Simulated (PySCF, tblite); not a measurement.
**Si₆BH₁₃: geometry, infrared bands and NMR shifts**

What infrared bands and NMR shifts should Si₆BH₁₃ (`[SiH3][SiH2][Si@H]1B[SiH2][SiH2][SiH2]1`) show?

Computed with tblite 0.8.0 and PySCF 2.14.0, with density-fitted response routines of our own, on a single molecule in the gas phase. Atoms count from 0, in the outputs and in this text.

**1. Starting geometry**

20 atoms, charge 0, multiplicity 1; geometry from: force field or distance geometry start.

Bonds of the start (Å): Si0–Si1 2.24, Si1–Si2 2.21, Si2–B3 1.95, B3–Si4 1.95, Si4–Si5 2.22, Si5–Si6 2.23, Si6–Si2 2.23, Si0–H7 1.47, Si0–H8 1.47, Si0–H9 1.48, Si1–H10 1.48, Si1–H11 1.46, Si2–H12 1.48, B3–H13 1.17, Si4–H14 1.46, Si4–H15 1.47, Si5–H16 1.47, Si5–H17 1.48, Si6–H18 1.47, Si6–H19 1.48.

**2. Optimising the geometry with GFN2-xTB**

The job: settings as JSON, then the geometry in Å.

```
{"job": {"kind": "relax", "xc": "GFN2-xTB", "basis": "xTB"}, "charge": 0, "multiplicity": 1}
Si     2.193400    -1.415700    -0.181200
Si     2.298900     0.812400     0.005600
Si     0.238200     1.614200     0.094600
B     -0.702300     1.084100    -1.534100
Si    -2.037900    -0.329600    -1.374300
Si    -2.011600    -0.974700     0.751000
Si    -0.872700     0.651400     1.764800
H      1.415100    -1.744200    -1.379100
H      3.545000    -1.976500    -0.282300
H      1.501400    -1.964600     1.006200
H      3.012000     1.155200     1.252000
H      3.004500     1.366800    -1.144400
H      0.224400     3.080600     0.259000
H     -0.387700     1.511700    -2.580800
H     -1.680200    -1.452400    -2.244200
H     -3.361500     0.205700    -1.729600
H     -3.364500    -1.100700     1.302100
H     -1.259200    -2.239600     0.867300
H     -1.816800     1.614600     2.361200
H      0.056300     0.111800     2.783200
```

Run with:

```sh
$ OMP_NUM_THREADS=1 python probes_run.py task.json out
```

This one command runs all jobs of the session in turn.

The log of the run:

```text
step      E/eV     max force
  0    -492.41529    2.236
  1    -492.61834    1.037
  2    -492.71383    0.618
  3    -492.77258    0.551
  4    -492.85170    0.529
  5    -492.90559    0.507
  6    -492.94436    0.352
  7    -492.97658    0.391
  8    -493.00261    0.364
  9    -493.02078    0.326
 10    -493.03341    0.289
 11    -493.04007    0.175
 12    -493.04339    0.121
 13    -493.04522    0.093
 14    -493.04663    0.106
 15    -493.04840    0.119
 16    -493.05061    0.164
 17    -493.05293    0.150
 18    -493.05464    0.089
 19    -493.05562    0.065
 20    -493.05631    0.061
 21    -493.05696    0.054
 22    -493.05751    0.061
 23    -493.05803    0.071
 24    -493.05861    0.067
 25    -493.05926    0.062
 26    -493.05986    0.062
 27    -493.06032    0.044
 28    -493.06069    0.057
 29    -493.06109    0.058
 30    -493.06160    0.069
 31    -493.06223    0.090
 32    -493.06302    0.117
 33    -493.06409    0.134
 34    -493.06534    0.117
 35    -493.06652    0.076
 36    -493.06752    0.069
 37    -493.06849    0.087
 38    -493.06972    0.112
 39    -493.07148    0.127
 40    -493.07381    0.181
 41    -493.07643    0.194
 42    -493.07907    0.150
 43    -493.08162    0.122
 44    -493.08392    0.142
 45    -493.08497    0.323
 46    -493.08789    0.231
 47    -493.09080    0.148
 48    -493.09628    0.098
 49    -493.09973    0.105
 50    -493.10263    0.155
 51    -493.10514    0.176
 52    -493.10834    0.183
 53    -493.11231    0.169
 54    -493.11542    0.227
 55    -493.11648    0.197
 56    -493.11959    0.078
 57    -493.12036    0.054
 58    -493.12133    0.053
 59    -493.12209    0.081
 60    -493.12312    0.088
 61    -493.12402    0.064
 62    -493.12489    0.061
 63    -493.12566    0.062
 64    -493.12627    0.055
 65    -493.12668    0.038
 66    -493.12701    0.040
 67    -493.12741    0.053
 68    -493.12807    0.080
 69    -493.12885    0.083
 70    -493.12946    0.061
 71    -493.12978    0.031
 72    -493.12996    0.029
 73    -493.13013    0.033
 74    -493.13042    0.033
 75    -493.13092    0.050
 76    -493.13163    0.062
 77    -493.13230    0.057
 78    -493.13273    0.040
 79    -493.13300    0.044
 80    -493.13330    0.043
 81    -493.13377    0.049
 82    -493.13438    0.065
 83    -493.13498    0.078
 84    -493.13540    0.053
 85    -493.13568    0.046
 86    -493.13595    0.039
 87    -493.13625    0.062
 88    -493.13659    0.079
 89    -493.13699    0.077
 90    -493.13741    0.054
 91    -493.13773    0.034
 92    -493.13791    0.034
 93    -493.13803    0.030
 94    -493.13815    0.033
 95    -493.13835    0.049
 96    -493.13864    0.061
 97    -493.13895    0.055
 98    -493.13917    0.031
 99    -493.13929    0.025
100    -493.13939    0.030
101    -493.13953    0.044
102    -493.13974    0.055
103    -493.14000    0.047
104    -493.14019    0.025
105    -493.14029    0.019
106    -493.14036    0.021
107    -493.14048    0.027
108    -493.14071    0.034
109    -493.14106    0.040
110    -493.14141    0.037
111    -493.14164    0.032
112    -493.14180    0.034
113    -493.14197    0.038
114    -493.14223    0.043
115    -493.14257    0.049
116    -493.14286    0.046
117    -493.14308    0.057
118    -493.14328    0.057
119    -493.14352    0.043
120    -493.14376    0.040
121    -493.14394    0.034
122    -493.14408    0.051
123    -493.14423    0.057
124    -493.14445    0.053
125    -493.14472    0.036
126    -493.14495    0.035
127    -493.14508    0.020
128    -493.14514    0.022
129    -493.14521    0.020
130    -493.14532    0.025
131    -493.14548    0.031
132    -493.14572    0.052
133    -493.14605    0.066
134    -493.14642    0.064
135    -493.14673    0.056
136    -493.14696    0.048
137    -493.14715    0.034
138    -493.14736    0.031
139    -493.14755    0.048
140    -493.14777    0.046
141    -493.14801    0.038
142    -493.14819    0.038
143    -493.14843    0.038
144    -493.14877    0.046
145    -493.14906    0.041
146    -493.14928    0.028
147    -493.14948    0.035
148    -493.14974    0.047
149    -493.15008    0.051
150    -493.15042    0.047
151    -493.15067    0.031
152    -493.15081    0.020
153    -493.15091    0.026
154    -493.15101    0.026
155    -493.15113    0.024
156    -493.15124    0.023
157    -493.15131    0.019
158    -493.15139    0.019
159    -493.15144    0.015
160    -493.15147    0.011
161    -493.15150    0.015
162    -493.15153    0.020
163    -493.15157    0.020
164    -493.15161    0.017
165    -493.15165    0.016
166    -493.15168    0.011
167    -493.15170    0.012
168    -493.15172    0.011
169    -493.15173    0.007
```

Run time: 9.1 s. Hardware: 1 thread of Intel Xeon at 2.50GHz, shared host; peak memory 0.18 GiB.

Along the way: (not every step is listed)

```csv
step,energy from step 0 (eV),largest force (eV/Å)
0,0.0000,2.2358
1,-0.2030,1.0369
2,-0.2985,0.6181
3,-0.3573,0.5505
4,-0.4364,0.5290
5,-0.4903,0.5075
6,-0.5291,0.3519
7,-0.5613,0.3911
8,-0.5873,0.3640
23,-0.6427,0.0709
38,-0.6544,0.1115
53,-0.6970,0.1689
68,-0.7128,0.0799
83,-0.7197,0.0779
98,-0.7239,0.0309
113,-0.7267,0.0377
128,-0.7298,0.0220
143,-0.7331,0.0385
158,-0.7361,0.0193
164,-0.7363,0.0172
165,-0.7364,0.0162
166,-0.7364,0.0106
167,-0.7364,0.0124
168,-0.7364,0.0108
169,-0.7364,0.0073
```

Distances of close pairs at the start and the end, largest changes first:

```csv
bond,before (Å),after (Å),change (Å)
Si2–Si6,2.225,2.378,+0.153
Si4–Si5,2.221,2.357,+0.136
Si1–Si2,2.213,2.346,+0.133
Si5–Si6,2.229,2.335,+0.105
Si0–Si1,2.238,2.307,+0.069
Si1–H11,1.459,1.474,+0.015
Si4–H14,1.465,1.478,+0.013
Si0–H9,1.480,1.469,-0.011
```

The end geometry stands in the next job.

**3. Vibrational analysis with GFN2-xTB**

The job: settings as JSON, then the geometry in Å.

```
{"job": {"kind": "ir", "xc": "GFN2-xTB", "basis": "xTB"}, "charge": 0, "multiplicity": 1}
Si     2.301467    -1.555701    -0.143059
Si     2.323861     0.749775    -0.233708
Si     0.224672     1.758968     0.045851
B     -1.057838     1.441408    -1.389214
Si    -1.795124    -0.367627    -1.525867
Si    -2.217303    -0.884478     0.735002
Si    -0.852378     0.646400     1.850204
H      1.907144    -2.151074    -1.420884
H      3.580408    -2.172920     0.214193
H      1.324822    -2.020788     0.850153
H      3.257091     1.285147     0.771773
H      2.931680     1.191630    -1.501518
H      0.481900     3.176341     0.400408
H     -1.559452     2.333963    -1.966805
H     -0.849618    -1.398914    -2.001758
H     -2.977333    -0.592625    -2.379877
H     -3.631251    -0.750902     1.118048
H     -1.918058    -2.280067     1.077591
H     -1.606849     1.553559     2.726709
H      0.127012     0.048584     2.769722
```

The log of the run:

```text
mode    cm-1     km/mol
  1      -5.8      0.02
  2      37.8      0.12
  3      41.7      0.18
  4      71.7      0.15
  5      82.2      0.51
  6     109.3      2.96
  7     119.7      0.53
  8     180.8      0.03
  9     233.9      1.62
 10     290.0     34.25
 11     317.9      2.24
 12     322.2     22.45
 13     349.8      9.42
 14     366.8     14.13
 15     386.5     37.67
 16     389.1     14.07
 17     419.1      9.22
 18     434.5      8.29
 19     440.3     10.14
 20     452.3      3.32
 21     477.9    100.01
 22     489.6    106.56
 23     499.9     12.54
 24     517.8     14.70
 25     542.8     11.03
 26     552.5     60.91
 27     556.8     80.24
 28     579.0     55.01
 29     586.0    547.82
 30     612.2    212.20
 31     639.4     39.31
 32     653.7    115.56
 33     745.3      6.78
 34     788.3    454.53
 35     817.4    179.47
 36     828.1    114.68
 37     829.3     56.56
 38     842.6    423.79
 39     845.0    348.57
 40     860.4    168.87
 41     939.5      3.17
 42    2049.7    353.80
 43    2112.7    195.49
 44    2136.6    202.36
 45    2140.4    308.61
 46    2146.9    155.62
 47    2151.1     83.30
 48    2167.5    819.00
 49    2168.7    288.72
 50    2186.9    335.94
 51    2201.5    272.01
 52    2236.9    375.53
 53    2244.7    203.83
 54    2600.4    114.80
```

It took 5.6 s on 1 thread of Intel Xeon at 2.50GHz, shared host; peak memory 0.18 GiB.

The strongest bands and the atoms that carry them (share of the mass-weighted mode):

```csv
cm⁻¹,km/mol,atoms
586,547.8,"H11 19 %, H10 15 %, H16 13 %, H17 12 %"
788,454.5,"H9 26 %, H8 26 %, H7 26 %"
843,423.8,"H11 22 %, H10 22 %, H19 13 %, H18 12 %"
845,348.6,"H11 17 %, H10 16 %, H15 14 %, H14 13 %"
2050,353.8,H12 96 %
2168,819.0,"H16 52 %, H19 36 %"
2187,335.9,"H17 73 %, H9 13 %"
2237,375.5,"H8 78 %, H7 17 %"
```

**4. Shielding tensors: PBE0/pcSseg-1**

The job, as its differences from that of step 3:

```diff
@@ -1,2 +1,2 @@
-{"job": {"kind": "ir", "xc": "GFN2-xTB", "basis": "xTB"}, "charge": 0, "multiplicity": 1}
+{"job": {"kind": "nmr", "xc": "PBE0", "basis": "pcSseg-1"}, "charge": 0, "multiplicity": 1}
 Si     2.301467    -1.555701    -0.143059
```

Level: GIAO PBE0/pcSseg-1 NMR shielding, non-relativistic, gas phase.

The log of the run:

```text
coarse grid: 18896 points
cycle   1  E = -1768.6964547496  dE =  2.705e-02  |g| = 2.011e-01  |ddm| = 4.070e+00
cycle   2  E = -1768.7018598716  dE = -5.405e-03  |g| = 1.427e-01  |ddm| = 5.095e-01
cycle   3  E = -1768.7078028037  dE = -5.943e-03  |g| = 4.384e-02  |ddm| = 2.921e-01
cycle   4  E = -1768.7085729806  dE = -7.702e-04  |g| = 1.041e-02  |ddm| = 1.025e-01
cycle   5  E = -1768.7086135062  dE = -4.053e-05  |g| = 3.123e-03  |ddm| = 2.745e-02
cycle   6  E = -1768.7086174120  dE = -3.906e-06  |g| = 6.693e-04  |ddm| = 6.575e-03
final grid: 152600 points
cycle   7  E = -1768.7426733135  dE = -2.487e-05  |g| = 2.825e-03  |ddm| = 2.912e-02
cycle   8  E = -1768.7426731792  dE =  1.343e-07  |g| = 2.296e-03  |ddm| = 6.568e-03
cycle   9  E = -1768.7426748577  dE = -1.679e-06  |g| = 5.947e-04  |ddm| = 4.270e-03
cycle  10  E = -1768.7426749991  dE = -1.414e-07  |g| = 9.608e-05  |ddm| = 1.224e-03
cycle  11  E = -1768.7426750022  dE = -3.065e-09  |g| = 2.480e-05  |ddm| = 2.107e-04
cycle  12  E = -1768.7426750024  dE = -2.233e-10  |g| = 6.985e-06  |ddm| = 6.496e-05
converged SCF energy = -1768.7426750024

GIAO shielding tensors (ppm)
atom      isotropic    diamagn.    paramagn.     s11        s22        s33       span
  0 Si     467.358     880.100    -412.742    454.872    467.392    479.810     24.938
  1 Si     476.736     880.429    -403.693    462.788    477.191    490.230     27.442
  2 Si     461.612     882.163    -420.551    428.321    445.593    510.923     82.602
  3 B      -53.429     202.374    -255.803   -221.600    -92.388    153.702    375.303
  4 Si     462.728     880.793    -418.065    423.855    458.432    505.899     82.043
  5 Si     458.708     880.538    -421.830    429.856    442.247    504.021     74.165
  6 Si     449.496     880.817    -431.321    416.280    431.313    500.894     84.614
  7 H       28.069      29.594      -1.525     24.438     26.515     33.255      8.817
  8 H       28.041      28.665      -0.624     24.292     25.226     34.605     10.313
  9 H       28.021      30.211      -2.190     24.036     27.703     32.325      8.290
 10 H       28.159      29.317      -1.157     24.365     25.573     34.540     10.174
 11 H       28.206      29.003      -0.797     24.180     25.576     34.861     10.681
 12 H       27.681      30.667      -2.986     23.619     24.664     34.760     11.142
 13 H       16.662      30.653     -13.992     -1.241     24.773     26.452     27.693
 14 H       27.343      29.635      -2.292     23.133     27.955     30.940      7.807
 15 H       27.978      29.509      -1.531     24.299     24.773     34.861     10.562
 16 H       28.024      29.395      -1.371     24.232     25.280     34.559     10.328
 17 H       27.791      29.293      -1.502     24.684     25.766     32.923      8.240
 18 H       27.878      29.885      -2.007     24.013     25.253     34.369     10.356
 19 H       27.826      29.961      -2.134     24.791     26.301     32.388      7.597
```

It took 2.5 min on 1 thread of Intel Xeon at 2.50GHz, shared host; peak memory 1.1 GiB.

Shifts follow as δ = σ(reference) − σ, with reference shieldings (ppm) from runs at the same level and on the same kind of geometry: 1H TMS 31.72, 29Si TMS 349.2, 11B BF3·OEt2 100.1. The references are single molecules in the gas phase. Atoms listed in one row are averaged.

```csv
atoms,environment,σ (ppm),δ (ppm)
H13,"hydrogen on a boron bonded to 2 Si, in a 5-membered ring",16.66,15.06
H14,"hydrogen on a silicon bonded to B, Si, in a 5-membered ring",27.34,4.37
H12,"hydrogen on a silicon bonded to B, 2 Si, in a 5-membered ring",27.68,4.04
H17,"hydrogen on a silicon bonded to 2 Si, in a 5-membered ring",27.79,3.93
H19,"hydrogen on a silicon bonded to 2 Si, in a 5-membered ring",27.83,3.89
H18,"hydrogen on a silicon bonded to 2 Si, in a 5-membered ring",27.88,3.84
H15,"hydrogen on a silicon bonded to B, Si, in a 5-membered ring",27.98,3.74
H16,"hydrogen on a silicon bonded to 2 Si, in a 5-membered ring",28.02,3.69
"H7, H8, H9",hydrogen on a silicon bonded to Si,28.04,3.67
H10,hydrogen on a silicon bonded to 2 Si,28.16,3.56
H11,hydrogen on a silicon bonded to 2 Si,28.21,3.51
Si6,"silicon bonded to 2 Si, 2 H, in a 5-membered ring",449.5,-100.3
Si5,"silicon bonded to 2 Si, 2 H, in a 5-membered ring",458.7,-109.6
Si2,"silicon bonded to B, 2 Si, H, in a 5-membered ring",461.6,-112.5
Si4,"silicon bonded to B, Si, 2 H, in a 5-membered ring",462.7,-113.6
Si0,"silicon bonded to Si, 3 H",467.4,-118.2
Si1,"silicon bonded to 2 Si, 2 H",476.7,-127.6
B3,"boron bonded to 2 Si, H, in a 5-membered ring",-53.4,153.5
```

Charges from the same density, by scheme (e):

```csv
atoms,Mulliken,IAO,Hirshfeld,ESP fit
Si0,0.19,0.29,0.21,0.19
Si1,0.07,0.17,0.15,0.14
Si2,-0.14,0.18,0.10,-0.01
B3,-0.28,-0.35,0.00,0.15
Si4,0.15,0.30,0.16,0.07
Si5,0.02,0.16,0.15,0.14
Si6,0.05,0.17,0.15,0.11
```

Mayer bond orders: Si0–Si1 0.89, Si1–Si2 0.88, Si2–B3 0.92, B3–Si4 0.91, Si4–Si5 0.86, Si5–Si6 0.84, Si6–Si2 0.84.

Ring of atoms Si2, B3, Si4, Si5, Si6: NICS(0) 0.0, NICS(1) -2.4, NICS(1)zz 2.4 ppm (means of both faces; NICS(1) differs between them: -4.7 and -0.1).

The two faces differ (NICS(1)zz -1.6 and 6.4 ppm).

**5. Results**

| quantity | value |
| --- | --- |
| strongest single infrared mode (GFN2-xTB) | 2168 cm⁻¹, 819 km/mol |
| zero-point energy (GFN2-xTB) | 68.3 kcal/mol |
| 1H shifts against TMS (PBE0/pcSseg-1, means over atoms taken as alike) | 15.06, 4.37, 4.04, 3.93, 3.89, 3.84, 3.74, 3.69, 3.67, 3.56, 3.51 ppm |
| 29Si shifts against TMS (PBE0/pcSseg-1) | -100.3, -109.6, -112.5, -113.6, -118.2, -127.6 ppm |
| 11B shifts against BF3·OEt2 (PBE0/pcSseg-1) | 153.5 ppm |

The optimisation took 169 steps and gained 0.736 eV; among the close pairs (by a distance rule), Si2–Si6 changed most, from 2.225 to 2.378 Å. The lowest mode is slightly imaginary (6i cm⁻¹), a soft motion within the noise of the Hessian, so the minimum is not strictly shown. Unscaled tight-binding wavenumbers are off by several per cent, some by more. Its intensities can rank the bands wrongly. At PBE0/pcSseg-1: The widest tensor belongs to B3: span 375 ppm, with a paramagnetic part of -256 ppm.
